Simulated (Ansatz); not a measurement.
# BH7NPSi: the cost of one run

Method: the settings change from run to run; program: Ansatz 0.2.0, Gaussian basis.

## (1) The geometry

The geometry comes from an earlier relaxation with PBE0-D4 in a triple-zeta def2 set; it is a stationary point, not always the lowest conformer.

SMILES `NPB[SiH3]`, 11 atoms, charge 0, spin multiplicity 1.

Atoms are counted from 1 here; the program's logs count them from 0.

Bond lengths: N1–P2 1.677 Å, N1–H5 1.007 Å, N1–H6 1.007 Å, P2–B3 1.797 Å, P2–H7 1.412 Å, B3–Si4 2.002 Å, B3–H8 1.193 Å, Si4–H9 1.490 Å, Si4–H10 1.492 Å, Si4–H11 1.491 Å. Angles: P2–N1–H5 119.3°, P2–N1–H6 117.2°, H5–N1–H6 112.7°, N1–P2–B3 118.8°, N1–P2–H7 110.6°, B3–P2–H7 111.1°, P2–B3–Si4 116.1°, P2–B3–H8 119.9°, Si4–B3–H8 123.2°, B3–Si4–H9 112.3°, B3–Si4–H10 109.1°, B3–Si4–H11 112.6°, H9–Si4–H10 107.4°, H9–Si4–H11 107.8°, H10–Si4–H11 107.4°.

## (2) wB97/aug-cc-pVTZ

Set apart from the defaults: relativity set to scalar.

Contents of in.yaml:

```yaml
crystal:
  periodic: [false, false, false]
  atoms:
    - {symbol: N, position_ang: [-0.619365, 2.469129, -0.469032]}
    - {symbol: P, position_ang: [-0.780097, 0.826232, -0.174908]}
    - {symbol: B, position_ang: [0.615813, -0.253933, -0.510965]}
    - {symbol: Si, position_ang: [0.544441, -2.069923, 0.327764]}
    - {symbol: H, position_ang: [-0.016458, 3.019231, 0.121144]}
    - {symbol: H, position_ang: [-1.445510, 2.968331, -0.754262]}
    - {symbol: H, position_ang: [-1.296235, 0.602503, 1.120396]}
    - {symbol: H, position_ang: [1.423207, 0.054987, -1.333700]}
    - {symbol: H, position_ang: [0.543961, -3.160798, -0.687229]}
    - {symbol: H, position_ang: [1.750181, -2.260079, 1.186267]}
    - {symbol: H, position_ang: [-0.654536, -2.252581, 1.195126]}
basis:
  gaussian: {orbitals: aug-cc-pVTZ}
hamiltonian: {xc: {name: wB97}, pseudopotentials: {relativity: scalar}}
output: {forces: true}
```

On the command line:

```bash
$ ansatz run in.yaml --threads 2 --pin off --events-out ev --progress --plain --max-ram 4352MiB
```

Q: Estimate wall time and peak memory on 2 threads of Arm Neoverse V1, shared host.

About 29 s, with a peak of 1.2 GiB.
